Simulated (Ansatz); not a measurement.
**C (Fd-3m): convergence test of the k-point mesh**

Wanted for C (Fd-3m): a convergence test of the k-point mesh.

Program: Ansatz 0.2.0, driven from Python. Level of theory: DFT LDA, plane waves, PAW. These are calculated values, not measurements.

**1. Starting point**

Symmetry: Fd-3m, No. 227, cubic system. The conventional cell has a = 3.567 Å, b = 3.567 Å, c = 3.567 Å, α = 90.00°, β = 90.00°, γ = 90.00°. C (site symmetry -43m) is surrounded by 4 C at 1.54 Å.

c.extxyz, read by the script:

```xyz
2
Lattice="0.0 1.78337 1.78337 1.78337 0.0 1.78337 1.78337 1.78337 0.0" Properties=species:S:1:pos:R:3 pbc="T T T"
C     0.00000000    0.00000000    0.00000000
C     0.89168500    0.89168500    0.89168500
```

**2. Script**

c.py

```python
# -*- coding: utf-8 -*-
import ansatz
import pandas as pd


def main():
    crystal = ansatz.Crystal.from_extxyz("c.extxyz")

    calc = (
        crystal.calculation()
        .functional("lda")
        .occupations("fixed")
        .scf(tolerance=1e-10)
        .forces()
        .stress()
    )

    rows = []
    for value in [0.8, 0.6, 0.5, 0.4, 0.33]:
        rep = calc.kpoints(spacing=value).run().report
        rows.append((value, rep["free_energy_ev"] / len(rep["lattice"]["sites"]), rep["n_iterations"], sum(rep["stress_gpa"][i][i] for i in range(3)) / 3, max(abs(f) for row in rep["forces_ev_ang"] for f in row), rep["n_kpoints"]))

    table = pd.DataFrame(rows, columns=["spacing (1/A)", "F/atom (eV)", "iterations", "P (GPa)", "max component (eV/A)", "k-points"])
    print(table.round(5).to_string(index=False))

    for row in rows[:-1]:
        shift = 1000 * (row[1] - rows[-1][1])
        print(f"{row[0]}: {shift:+.2f} meV/atom" + ("  (within 2 meV)" if abs(shift) < 2 else ""))


if __name__ == "__main__":
    main()
```

**3. Launch**

The run is started by

```
python c.py
```

Output:

```text
DeckWarning: basis.ecutwfc = 420 eV, auto-derived from the records' recommended cutoffs: set by C (normal level)
 spacing (1/A)  F/atom (eV)  iterations   P (GPa)  max component (eV/A)  k-points
          0.80   -242.92059           6 -11.87828                   0.0         8
          0.60   -242.98105           6 -13.07690                   0.0        16
          0.50   -242.98449           6 -13.08100                   0.0        20
          0.40   -242.98525           6 -13.08343                   0.0        29
          0.33   -242.98560           6 -13.11256                   0.0        47
0.8: +65.01 meV/atom
0.6: +4.55 meV/atom
0.5: +1.10 meV/atom  (within 2 meV)
0.4: +0.34 meV/atom  (within 2 meV)
```

(Warnings from the package without file and line.)

Run time: 1.7 s. Hardware: 1 thread of Arm Neoverse V2, shared host; peak memory 0.35 GiB.

**4. The runs side by side**

One row for each of the 5 runs:

```
run  k spacing  energy from run 5 (meV/atom)  pressure (GPa)  gap on the mesh (eV)  SCF cycles  CPU time (s)
  1        0.8                         65.01          -11.88                  4.40           6          0.14
  2        0.6                          4.55          -13.08                  4.13           6          0.14
  3        0.5                          1.10          -13.08                  4.23           6          0.15
  4        0.4                          0.34          -13.08                  4.10           6          0.19
  5       0.33                          0.00          -13.11                  4.14           6          0.26
```

**5. What came out**

```
                              quantity           value
                         runs compared               5
       last run but one, from the last  +0.34 meV/atom
within 5 meV/atom of the last run from             0.6
```

What this shows: From a spacing of 0.5 (7×7×7) on it stays within 2 meV an atom of the value at a spacing of 0.33 (10×10×10); the first row (a spacing of 0.8 (4×4×4)) is off by 65.0 meV and the last but one by 0.34 meV. The pressure moves from -11.88 to -13.11 GPa. What to keep in mind:
- Forces vanish by symmetry here and test nothing.
- Pressure is positive in compression.
- At these settings the cell as given stands under about -13 GPa, so it isn't at this functional's equilibrium volume.
- Shifts are counted from the finest mesh, which is itself no proven limit.
